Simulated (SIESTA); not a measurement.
ZrTaC2:

```xyz
4
Lattice="1.6163 0.9332 5.3065 -1.6163 0.9332 5.3065 0.0000 -1.8663 5.3065" Properties=species:S:1:pos:R:3 pbc="T T T"
Ta    0.0000    0.0000    7.9597
Zr    0.0000    0.0000    0.0000
C     0.0000    0.0000    3.9047
C     0.0000    0.0000   12.0148
```

The cell comes from a database or a generator and needn't be the stable form of this composition.

| Item | Value |
| --- | --- |
| Program | SIESTA 5.4.2 |
| Task | single point |
| Functional | PBEsol |
| Potentials or basis | PseudoDojo 0.4 standard (PBEsol files) |
| Basis | DZP (energy shift 0.003 Ry; two zetas on semicore shells) |
| Grid cutoff | 800 Ry |
| Energy shift | 0.003 Ry |
| k mesh | 10 × 10 × 10 |
| Occupations | fermi-dirac, width 0.05 eV |
| Spin | no spin polarisation |

On this cell: pressure -3.0 GPa; largest force 0.020 eV/Å; band gap on the k mesh none (metal or under the smearing width).

The same run follows on a disturbed copy (atoms moved at random, drawn with an rms of 0.05 Å):

```
Ta Zr C
1.0
     1.61628    0.93316    5.30647
    -1.61628    0.93316    5.30647
     0.00000   -1.86631    5.30647
Ta Zr C
1 1 2
Direct
  0.49134 0.50661 0.49471
  0.99603 0.99393 0.00445
  0.26255 0.23642 0.23886
  0.75792 0.76184 0.75710
```

Q: What changes?

A: The energy (extrapolated to zero smearing) moves by +26.2 meV/atom; pressure -1.7 GPa; largest force 1.450 eV/Å; band gap on the k mesh none (metal or under the smearing width).

Forces in eV/Å, atoms in the order of the input:
```
Ta   0.369  0.032  1.147
Zr   0.240  0.351  0.523
C   -0.639 -0.316 -0.222
C    0.029 -0.066 -1.448
```

Stress tensor (GPa, compression positive):
```
-1.37  0.51  0.32
 0.51 -1.88  0.19
 0.32  0.19 -1.93
```

Caveats: short orbitals over semicore shells can move pressures by several GPa; the basis of atomic orbitals isn't converged, which shifts pressures, moduli and gaps.
